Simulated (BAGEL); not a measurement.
# RI-MP2/aug-cc-pVTZ (density fitting with qzvpp-jkfit) run of GeS (germanium sulfide)

Aim: the energy change on altering one bond length of GeS (germanium sulfide) at RI-MP2/aug-cc-pVTZ (density fitting with qzvpp-jkfit), from 2 runs. 

The results are computed with BAGEL 1.2.2.

3 further runs of the same task are left out: 1 that didn't finish, 2 set aside as unsound or not needed. Runs told in other sessions of the task aren't counted.

## Step 1: The system as given

GeS: 2 atoms, total charge 0, spin state singlet. SMILES: `[S+]#[Ge-]`. The bond length is the measured one.

Bond lengths: S1–Ge2 2.012 Å.

## Step 2: The energy at RI-MP2/aug-cc-pVTZ (density fitting with qzvpp-jkfit)

The input, input.json:

```json
{ "bagel": [

{
  "title": "molecule",
  "basis": "aug-cc-pvtz.json",
  "df_basis": "qzvpp-jkfit",
  "angstrom": true,
  "geometry": [
    { "atom": "S", "xyz": [       0.000000,       0.000000,       0.000000 ] },
    { "atom": "Ge", "xyz": [       0.000000,       0.000000,       2.012086 ] }
  ]
},

{
  "title": "hf"
},

{
  "title": "mp2",
  "ncore": 14
}

]}
```

The basis set aug-cc-pVTZ is read from a file made from the Basis Set Exchange's data (not shown).

Launch:

```bash
$ BAGEL_NUM_THREADS=1 BAGEL input.json > input.out
```

The program printed:

```text
* using 1 threads per process

  ===============================================================
  ===============================================================

  *** Geometry ***

  { "atom" : "S", "xyz" : [      0.000000,      0.000000,      0.000000 ] },
  { "atom" : "Ge", "xyz" : [      0.000000,      0.000000,      3.802291 ] },

  Number of auxiliary basis functions:      394

  Since a DF basis is specified, we compute 2- and 3-index integrals:
    o Being stored without compression. Storage requirement is 0.037 GB

  Number of basis functions:      109
  Number of electrons      :       48

    * METHOD: MOLECULE                             0.40

  *** RHF ***

  === Nuclear Repulsion ===
   134.6556418876

      * DIIS with orbital gradients will be used.

  === RHF iteration (aug-cc-pvtz.json) ===
      0      -2472.87057425          0.01281990           0.09
      1      -2472.91957262          0.01165086           0.08
      2      -2472.98833521          0.00113022           0.08
      3      -2472.98929851          0.00037221           0.08
      4      -2472.98943225          0.00007905           0.10
      5      -2472.98943861          0.00002666           0.09
      6      -2472.98943958          0.00001332           0.09
      7      -2472.98943985          0.00000534           0.09
      8      -2472.98943988          0.00000180           0.09
      9      -2472.98943989          0.00000035           0.09
     10      -2472.98943989          0.00000011           0.11
     11      -2472.98943989          0.00000005           0.11
     12      -2472.98943989          0.00000001           0.10
     13      -2472.98943989          0.00000000           0.11
    * SCF iteration converged.

    * Permanent dipole moment:
           (    0.000000,     0.000000,    -1.096733) a.u.

    * METHOD: HF                                   1.73

  *** RHF ***

  === Nuclear Repulsion ===
   134.6556418876

      * DIIS with orbital gradients will be used.

  === RHF iteration (aug-cc-pvtz.json) ===
      0      -2472.98943989          0.00000000           0.10
    * SCF iteration converged.

    * Permanent dipole moment:
           (    0.000000,     0.000000,    -1.096733) a.u.

  === DF-MP2 calculation ===

    * freezing 14 orbitals
    * 3-index integral transformation done
    * assembly done

      MP2 correlation energy:   -0.3371295394      0.05

      MP2 total energy:       -2473.3265694251

    * METHOD: MP2                                  0.27

  ===============================================================
```

Wall time 2.8 s (1 thread of Intel Xeon Platinum 8259CL at 2.50GHz (Skylake/Cascade Lake), shared host); peak memory 0.14 GiB.

## Step 3: The distorted shape at the same level

The input, job.json:

```json
{ "bagel" : [

{
  "title" : "molecule",
  "basis" : "aug-cc-pvtz.json",
  "df_basis" : "qzvpp-jkfit",
  "angstrom" : true,
  "geometry" : [
    { "atom" : "S", "xyz" : [       0.000000,       0.000000,      -1.006014 ] },
    { "atom" : "Ge", "xyz" : [       0.000000,       0.000000,       2.012086 ] }
  ]
},

{ "title" : "hf", "charge" : 0 },

{ "title" : "mp2", "charge" : 0, "ncore" : 14 }

]}
```

The basis set aug-cc-pVTZ is read from a file made from the Basis Set Exchange's data (not shown).

Launch:

```bash
$ BAGEL_NUM_THREADS=1 BAGEL job.json > job.out
```

The program printed:

```text
* using 1 threads per process

  ===============================================================
  ===============================================================

  *** Geometry ***

  { "atom" : "S", "xyz" : [      0.000000,      0.000000,     -1.901091 ] },
  { "atom" : "Ge", "xyz" : [      0.000000,      0.000000,      3.802291 ] },

  Number of auxiliary basis functions:      394

  Since a DF basis is specified, we compute 2- and 3-index integrals:
    o Being stored without compression. Storage requirement is 0.037 GB

  Number of basis functions:      109
  Number of electrons      :       48

    * METHOD: MOLECULE                             0.39

  *** RHF ***

  === Nuclear Repulsion ===
    89.7712905017

      * DIIS with orbital gradients will be used.

  === RHF iteration (aug-cc-pvtz.json) ===
      0      -2472.47142065          0.01634098           0.12
      1      -2469.39349663          0.05183518           0.12
      2      -2472.78311912          0.00343345           0.16
      3      -2472.79567518          0.00233811           0.10
      4      -2472.80062135          0.00192725           0.10
      5      -2472.80348884          0.00173838           0.10
      6      -2472.81085719          0.00062619           0.10
      7      -2472.81169526          0.00012161           0.10
      8      -2472.81166104          0.00011549           0.09
      9      -2472.81170694          0.00002170           0.10
     10      -2472.81170636          0.00001855           0.10
     11      -2472.81170779          0.00000222           0.10
     12      -2472.81170781          0.00000071           0.10
     13      -2472.81170782          0.00000021           0.12
     14      -2472.81170782          0.00000005           0.09
     15      -2472.81170782          0.00000002           0.09
     16      -2472.81170782          0.00000000           0.09
    * SCF iteration converged.

    * Permanent dipole moment:
           (   -0.000000,     0.000000,    -2.712914) a.u.

    * METHOD: HF                                   2.24

  *** RHF ***

  === Nuclear Repulsion ===
    89.7712905017

      * DIIS with orbital gradients will be used.

  === RHF iteration (aug-cc-pvtz.json) ===
      0      -2472.81170782          0.00000000           0.09
    * SCF iteration converged.

    * Permanent dipole moment:
           (   -0.000000,     0.000000,    -2.712913) a.u.

  === DF-MP2 calculation ===

    * freezing 14 orbitals
    * 3-index integral transformation done
    * assembly done

      MP2 correlation energy:   -0.3257736613      0.04

      MP2 total energy:       -2473.1374814766

    * METHOD: MP2                                  0.24

  ===============================================================
```

It took 3.3 s on 1 thread of Intel Xeon Platinum 8259CL at 2.50GHz (Skylake/Cascade Lake), shared host; peak memory 0.14 GiB.

## Step 4: Outcome

Level: RI-MP2/aug-cc-pVTZ (density fitting with qzvpp-jkfit), 14 core orbitals frozen.

| quantity | value |
| --- | --- |
| first shape: total energy | -2473.32657 Eh |
| first shape: correlation energy (14 core orbitals frozen) | -337.1 mEh |
| distorted shape: total energy | -2473.13748 Eh |
| distorted shape: correlation energy (14 core orbitals frozen) | -325.8 mEh |
| energy change with the S1–Ge2 bond stretched from 2.012 to 3.018 Å | 5.145 eV |

With the S1–Ge2 bond stretched from 2.012 to 3.018 Å the energy rises by 5.15 eV (496 kJ/mol). The first shape isn't relaxed at this level, so the change isn't measured from a minimum. A restricted reference can't describe the breaking bond well at this length.
